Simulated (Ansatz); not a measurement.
This was printed by a script on Ansatz 0.2.0 through its Python package, for a ladder of methods at one geometry of Cl2Zn, SMILES [Cl][Zn][Cl]. What did the script look like? Level of theory (for the species named): LDA, def2-SVP basis, multiplicity 1. The script varies functional: lda, b3lyp, pbe, blyp, hse06, r2scan.

```yaml
atoms:
  - { symbol: Cl, position_ang: [-1.6309, 0.6765, -0.8275] }
  - { symbol: Zn, position_ang: [0.0461, 0.1511, 0.0445] }
  - { symbol: Cl, position_ang: [1.5738, -0.8924, 0.7697] }
```

```console
$ python methods.py
functional    E (Ha)        dipole (D)   HOMO (eV)  LUMO (eV)
lda          -2693.460050     0.817      -7.438     -2.056
b3lyp        -2699.411499     0.940      -8.427     -1.329
pbe          -2698.682858     0.871      -7.318     -1.848
blyp         -2699.397378     0.830      -7.054     -1.790
hse06        -2698.774965     1.002      -8.411     -1.411
r2scan       -2699.273588     0.971      -7.773     -1.568
```

The script that was run (others could print the same):

The script, `methods.py`:
```python
"""One geometry of Cl2Zn, method by method."""

from pathlib import Path

import ansatz as az
from ase import Atoms
import numpy as np


def main() -> None:
    atoms = Atoms(["Cl", "Zn", "Cl"], positions=[
        (-1.6309, 0.6765, -0.8275),
        (0.0461, 0.1511, 0.0445),
        (1.5738, -0.8924, 0.7697),
    ])
    molecule = az.Crystal.molecule_from_ase(atoms)

    job = molecule.calculation().basis(gaussian="def2-SVP").accuracy("high")

    print("functional    E (Ha)        dipole (D)   HOMO (eV)  LUMO (eV)")
    for name in ["lda", "b3lyp", "pbe", "blyp", "hse06", "r2scan"]:
        report = job.functional(name).forces().orbitals().run(threads=1, backend="cpu", runs_dir="runs").report
        lines = Path(report["orbitals_path"]).read_text().splitlines()
        field_of = lambda key: [line.split("=")[1].strip() for line in lines if line.startswith(key)]
        orbitals = [(27.211386 * float(e), s, float(n)) for e, s, n in zip(field_of("Ene="), field_of("Spin="), field_of("Occup="))]
        homo = max(e for e, _, n in orbitals if n > 0.5)
        lumo = min(e for e, _, n in orbitals if n < 0.5)
        dipole = 4.803205 * np.linalg.norm(report["charge_distribution"]["dipole_moment_e_ang"])
        print(f"{name:10s} {report['free_energy_ev'] / 27.211386246:14.6f} {dipole:9.3f} {homo:11.3f} {lumo:10.3f}")


if __name__ == "__main__":
    main()
```

Caveats:
- These settings explore the input space; basis and method may be short of convergence.
- The geometry is a force-field or estimated start, not a minimum of this method, and the basis set is short of its limit. A lower total doesn't mark the better method: functionals have no common bound, and MP2 and coupled cluster aren't variational.
- b3lyp holds the VWN-RPA fit, as in Gaussian; the form of ORCA and Turbomole is b3lyp5.
- Levels such as HOMO and LUMO are orbital energies: with these approximate functionals they aren't the ionisation energy and electron affinity, and their gap isn't the fundamental gap.
- hse06 follows the composition of plane-wave codes, whose totals differ by tens of mHa, up to about 0.1 Ha, from the form usual in Gaussian-basis programs (wpbeh).
- Hardware and time: 30 s on 1 thread of Intel(R) Xeon(R) Processor @ 2.30GHz, with other jobs on the host, peak memory 0.33 GiB.
